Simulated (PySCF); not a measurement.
# [La(NH3)3]3+: forces at shaken geometries

Aim: move all atoms of relaxed [La(NH3)3]3+ at random and read energies and forces. It is a constructed species; whether it can be made isn't addressed.

Computed with PySCF 2.14.0. Level: B3LYP, La def2-SVP with ECP46, N def2-SVP, H def2-SVP; scalar-relativistic core potentials, no spin–orbit coupling.

3 further runs of the same task are left out: 2 for a known fault of the program, 1 that didn't finish.

**1. The starting structure**

13 atoms, charge 3, spin multiplicity 1.

Bond lengths: La1–N2 2.579 Å, La1–N6 2.579 Å, La1–N10 2.579 Å, N2–H3 1.038 Å, N2–H4 1.037 Å, N2–H5 1.037 Å, N6–H7 1.038 Å, N6–H8 1.037 Å, N6–H9 1.037 Å, N10–H11 1.038 Å, N10–H12 1.037 Å, N10–H13 1.037 Å. Angles: N2–La1–N6 111.1°, N2–La1–N10 111.1°, N6–La1–N10 111.1°, La1–N2–H3 114.2°, La1–N2–H4 116.3°, La1–N2–H5 115.7°, H3–N2–H4 102.9°, H3–N2–H5 102.9°, H4–N2–H5 103.0°, La1–N6–H7 114.2°, La1–N6–H8 116.3°, La1–N6–H9 115.7°, H7–N6–H8 102.9°, H7–N6–H9 102.9°, H8–N6–H9 103.0°, La1–N10–H11 114.2°, La1–N10–H12 116.3°, La1–N10–H13 115.7° and more.

Coordinates:

```xyz
13
charge 3, multiplicity 1
La    0.0000    0.0000    0.7902
N     2.4555   -0.0004    0.0025
H     3.1394   -0.2585    0.7392
H     2.6907   -0.6514   -0.7698
H     2.8175    0.9087   -0.3402
N    -1.2274    2.1267    0.0025
H    -1.3458    2.8481    0.7392
H    -0.7812    2.6560   -0.7698
H    -2.1957    1.9857   -0.3402
N    -1.2281   -2.1263    0.0025
H    -1.7936   -2.5896    0.7392
H    -1.9095   -2.0045   -0.7698
H    -0.6218   -2.8944   -0.3402
```

Formal oxidation states: La +3. An earlier session relaxed this geometry at B3LYP, La def2-SVP with ECP46, N def2-SVP, H def2-SVP (singlet, point group C3).

Its energy there is -200.155750 Eh.

**2. Atoms moved at random, σ = 0.03 Å**

File run.py (the lines that set the calculation):

```python
mol = gto.M(atom='''
La     0.02862    -0.01341     0.81742
N      2.44634    -0.00601     0.02322
H      3.11692    -0.23724     0.75379
H      2.68428    -0.64572    -0.80506
H      2.79701     0.91998    -0.24786
N     -1.19435     2.14025    -0.00568
H     -1.36285     2.92730     0.74981
H     -0.76411     2.64927    -0.79929
H     -2.15201     1.92762    -0.37327
N     -1.23616    -2.13219    -0.01019
H     -1.81025    -2.61019     0.70825
H     -1.92168    -2.00961    -0.76716
H     -0.63176    -2.91005    -0.35850''',
    basis={'La': 'def2-SVP', 'N': 'def2-SVP', 'H': 'def2-SVP'},
    ecp={'La': 'def2-SVP'},
    charge=3, spin=0)
mf = dft.RKS(mol, xc='B3LYP')
mf.grids.atom_grid = (50, 194)  # f atoms: unpruned, at least (60, 302)
mf = mf.density_fit()  # fitting sets: La def2-universal-JKFIT, N def2-universal-JKFIT, H def2-universal-JKFIT
mf.conv_tol = 1e-08; mf.max_cycle = 55
mf.kernel(dm0)  # dm0: the density of the relaxed state
```

The run is started by

```
$ OMP_NUM_THREADS=2 python run.py
```

The log of the run:

```text
init E= -200.081393930776
  HOMO = -0.869176972831888  LUMO = -0.608609108655983  gap/eV = 7.09041
cycle= 1 E= -200.14898660755  delta_E= -0.0676  |g|= 0.0646  |ddm|= 0.156
  HOMO = -0.837202265398874  LUMO = -0.598349716125221  gap/eV = 6.49951
cycle= 2 E= -200.148094667514  delta_E= 0.000892  |g|= 0.0931  |ddm|= 0.131
  HOMO = -0.852722047301114  LUMO = -0.597590525440306  gap/eV = 6.94248
cycle= 3 E= -200.150052351521  delta_E= -0.00196  |g|= 0.00901  |ddm|= 0.0744
  HOMO = -0.852387107691886  LUMO = -0.597758498264504  gap/eV = 6.92880
cycle= 4 E= -200.150070321299  delta_E= -1.8e-05  |g|= 0.00099  |ddm|= 0.00765
  HOMO = -0.852656409590618  LUMO = -0.59780630906747  gap/eV = 6.93482
cycle= 5 E= -200.150070553993  delta_E= -2.33e-07  |g|= 0.0003  |ddm|= 0.00108
  HOMO = -0.852667557920735  LUMO = -0.597800530257248  gap/eV = 6.93529
cycle= 6 E= -200.150070573465  delta_E= -1.95e-08  |g|= 0.000128  |ddm|= 0.000346
  HOMO = -0.852667129311799  LUMO = -0.597800562458302  gap/eV = 6.93527
cycle= 7 E= -200.150070576987  delta_E= -3.52e-09  |g|= 2.44e-05  |ddm|= 0.00011
  HOMO = -0.852661317724861  LUMO = -0.597800492883109  gap/eV = 6.93512
Extra cycle  E= -200.15007057692  delta_E= 6.72e-11  |g|= 3.18e-05  |ddm|= 4.73e-05
converged SCF energy = -200.15007057692
```

Wall time 6.5 s (2 threads of Arm Neoverse V1, shared host).

It gives: E = -200.150071 Eh (+0.155 eV from the relaxed state), HOMO -23.20 eV, LUMO -16.27 eV, Mulliken charge on La1 +1.88 e, largest force component 1.538 eV/Å. 

```tsv
atom	Fx	Fy	Fz (eV/Å)
La1	-0.373	0.082	-0.035
N2	-0.309	-0.594	-1.167
H3	0.556	-0.579	0.489
H4	-0.088	0.823	1.073
H5	0.066	0.366	-0.452
N6	-0.581	0.950	1.192
H7	0.267	-1.506	-1.538
H8	0.065	0.094	0.103
H9	0.311	0.252	0.287
N10	0.354	-0.276	0.174
H11	0.029	0.018	0.151
H12	-0.128	0.108	-0.331
H13	-0.169	0.260	0.054
```

**3. Atoms moved at random, σ = 0.1 Å**

File run.py (the lines that set the calculation):

```python
mol = gto.M(atom='''
La    -0.02165     0.01089     0.68565
N      2.52993     0.02883     0.15116
H      3.15638    -0.12426     0.64976
H      2.67883    -0.75540    -0.81010
H      2.79086     0.73349    -0.22688
N     -1.19850     2.14172     0.03208
H     -1.40771     2.93468     0.79691
H     -0.66536     2.63885    -0.83837
H     -2.20891     1.88486    -0.31861
N     -1.25913    -2.10036     0.15080
H     -1.81102    -2.54720     0.68288
H     -1.95869    -2.06932    -0.71441
H     -0.62503    -2.77677    -0.55539''',
    basis={'La': 'def2-SVP', 'N': 'def2-SVP', 'H': 'def2-SVP'},
    ecp={'La': 'def2-SVP'},
    charge=3, spin=0)
mf = dft.RKS(mol, xc='B3LYP')
mf.grids.atom_grid = (50, 194)  # f atoms: unpruned, at least (60, 302)
mf = mf.density_fit()  # fitting sets: La def2-universal-JKFIT, N def2-universal-JKFIT, H def2-universal-JKFIT
mf.conv_tol = 1e-08; mf.max_cycle = 55
mf.kernel(dm0)  # dm0: the density of the relaxed state
```

The run is started by

```
$ OMP_NUM_THREADS=2 python run.py
```

The log of the run:

```text
init E= -199.811202135273
  HOMO = -0.884949793830696  LUMO = -0.638427597273215  gap/eV = 6.70821
cycle= 1 E= -199.94723597172  delta_E= -0.136  |g|= 0.224  |ddm|= 0.64
  HOMO = -0.815124153751388  LUMO = -0.59955569312527  gap/eV = 5.86592
cycle= 2 E= -199.938240185909  delta_E= 0.009  |g|= 0.307  |ddm|= 0.412
  HOMO = -0.856235839223329  LUMO = -0.598342097274334  gap/eV = 7.01765
cycle= 3 E= -199.959440696285  delta_E= -0.0212  |g|= 0.0444  |ddm|= 0.249
  HOMO = -0.852548745210586  LUMO = -0.599790089464667  gap/eV = 6.87791
cycle= 4 E= -199.959874834906  delta_E= -0.000434  |g|= 0.00547  |ddm|= 0.0367
  HOMO = -0.853813412187632  LUMO = -0.600134214700284  gap/eV = 6.90296
cycle= 5 E= -199.959879923243  delta_E= -5.09e-06  |g|= 0.00359  |ddm|= 0.00737
  HOMO = -0.853642203404791  LUMO = -0.600167667331712  gap/eV = 6.89739
cycle= 6 E= -199.959882750309  delta_E= -2.83e-06  |g|= 0.000825  |ddm|= 0.00309
  HOMO = -0.853665431989265  LUMO = -0.600140231014971  gap/eV = 6.89877
cycle= 7 E= -199.959882929589  delta_E= -1.79e-07  |g|= 7.18e-05  |ddm|= 0.000896
  HOMO = -0.853656678182256  LUMO = -0.600139944343809  gap/eV = 6.89854
cycle= 8 E= -199.959882931442  delta_E= -1.85e-09  |g|= 2.56e-05  |ddm|= 0.000108
  HOMO = -0.853657184356483  LUMO = -0.60014188747257  gap/eV = 6.89850
Extra cycle  E= -199.959882931346  delta_E= 9.6e-11  |g|= 3.5e-05  |ddm|= 4.83e-05
converged SCF energy = -199.959882931346
```

Wall time 6.6 s (2 threads of Arm Neoverse V1, shared host).

It gives: E = -199.959883 Eh (+5.330 eV from the relaxed state), HOMO -23.23 eV, LUMO -16.33 eV, Mulliken charge on La1 +1.87 e, largest force component 18.102 eV/Å. 

```tsv
atom	Fx	Fy	Fz (eV/Å)
La1	0.474	0.226	0.774
N2	-18.102	-10.937	-8.865
H3	14.018	-4.521	11.920
H4	-0.124	2.554	3.626
H5	4.101	12.864	-6.920
N6	-0.982	1.773	-0.968
H7	0.647	-1.597	-1.922
H8	-1.757	-0.842	2.287
H9	1.884	0.882	0.381
N10	5.633	3.394	-11.486
H11	-5.149	-5.677	6.360
H12	0.751	0.909	1.664
H13	-1.394	0.971	3.148
```

**4. Atoms moved at random, σ = 0.06 Å**

File run.py (the lines that set the calculation):

```python
mol = gto.M(atom='''
La    -0.00494     0.01083     0.87031
N      2.38090    -0.04621     0.04866
H      3.12291    -0.23385     0.68678
H      2.63660    -0.56952    -0.83460
H      2.84762     0.85615    -0.38235
N     -1.20145     2.09019    -0.11327
H     -1.33547     2.77669     0.74140
H     -0.79551     2.79441    -0.71232
H     -2.19186     1.93304    -0.41125
N     -1.22272    -2.10660    -0.02218
H     -1.66664    -2.58782     0.77415
H     -1.89451    -1.99548    -0.66216
H     -0.67493    -2.92184    -0.29770''',
    basis={'La': 'def2-SVP', 'N': 'def2-SVP', 'H': 'def2-SVP'},
    ecp={'La': 'def2-SVP'},
    charge=3, spin=0)
mf = dft.RKS(mol, xc='B3LYP')
mf.grids.atom_grid = (50, 194)  # f atoms: unpruned, at least (60, 302)
mf = mf.density_fit()  # fitting sets: La def2-universal-JKFIT, N def2-universal-JKFIT, H def2-universal-JKFIT
mf.conv_tol = 1e-08; mf.max_cycle = 55
mf.kernel(dm0)  # dm0: the density of the relaxed state
```

The run is started by

```
$ OMP_NUM_THREADS=2 python run.py
```

The log of the run:

```text
init E= -200.087076794846
  HOMO = -0.854340166513174  LUMO = -0.606182133396564  gap/eV = 6.75272
cycle= 1 E= -200.121732407614  delta_E= -0.0347  |g|= 0.0997  |ddm|= 0.35
  HOMO = -0.841038244422318  LUMO = -0.597434818072148  gap/eV = 6.62879
cycle= 2 E= -200.119249562741  delta_E= 0.00248  |g|= 0.154  |ddm|= 0.217
  HOMO = -0.859632166419841  LUMO = -0.597173261690741  gap/eV = 7.14187
cycle= 3 E= -200.124554441263  delta_E= -0.0053  |g|= 0.00801  |ddm|= 0.115
  HOMO = -0.860162753615244  LUMO = -0.597485851970948  gap/eV = 7.14780
cycle= 4 E= -200.124569905342  delta_E= -1.55e-05  |g|= 0.0033  |ddm|= 0.0102
  HOMO = -0.860702580646271  LUMO = -0.597417078790233  gap/eV = 7.16436
cycle= 5 E= -200.124571850546  delta_E= -1.95e-06  |g|= 0.00173  |ddm|= 0.00382
  HOMO = -0.860575632503007  LUMO = -0.597429288516484  gap/eV = 7.16058
cycle= 6 E= -200.124572505006  delta_E= -6.54e-07  |g|= 0.000224  |ddm|= 0.00147
  HOMO = -0.860589798146272  LUMO = -0.597424841019304  gap/eV = 7.16108
cycle= 7 E= -200.124572517519  delta_E= -1.25e-08  |g|= 5.72e-05  |ddm|= 0.000242
  HOMO = -0.860580347292913  LUMO = -0.597425366376524  gap/eV = 7.16081
cycle= 8 E= -200.124572518231  delta_E= -7.13e-10  |g|= 2.89e-05  |ddm|= 7.13e-05
  HOMO = -0.86058446299168  LUMO = -0.597425275503524  gap/eV = 7.16093
Extra cycle  E= -200.124572517981  delta_E= 2.5e-10  |g|= 4.48e-05  |ddm|= 5.37e-05
converged SCF energy = -200.124572517981
```

Run time: 6.8 s. Hardware: 2 threads of Arm Neoverse V1, shared host.

It gives: E = -200.124573 Eh (+0.848 eV from the relaxed state), HOMO -23.42 eV, LUMO -16.26 eV, Mulliken charge on La1 +1.90 e, largest force component 4.651 eV/Å. 

```tsv
atom	Fx	Fy	Fz (eV/Å)
La1	-0.178	0.031	-0.330
N2	0.715	2.402	-3.414
H3	1.214	-0.970	1.328
H4	-0.407	-0.625	0.917
H5	-1.329	-0.799	1.106
N6	-0.859	0.761	3.208
H7	-0.058	-1.402	-1.312
H8	0.409	0.293	-1.406
H9	0.493	0.266	-0.244
N10	3.982	-0.529	4.651
H11	-0.704	0.269	0.303
H12	-3.964	0.527	-3.874
H13	0.686	-0.223	-0.933
```

**5. Results**

| σ (Å) | energy rise (eV) | harmonic estimate −½ F·u (eV) | largest force component (eV/Å) |
| --- | --- | --- | --- |
| 0.03 | 0.155 | 0.151 | 1.54 |
| 0.1 | 5.330 | 5.849 | 18.10 |
| 0.06 | 0.848 | 0.841 | 4.65 |

Every displacement raises the energy. For a harmonic well the rise equals −½ F·u; the two differ by at most 10 % here (a move with σ = 0.1 Å), from anharmonicity, the grid and the small forces left at the relaxed point. The bases are small and lack diffuse functions. Spin–orbit coupling is left out.
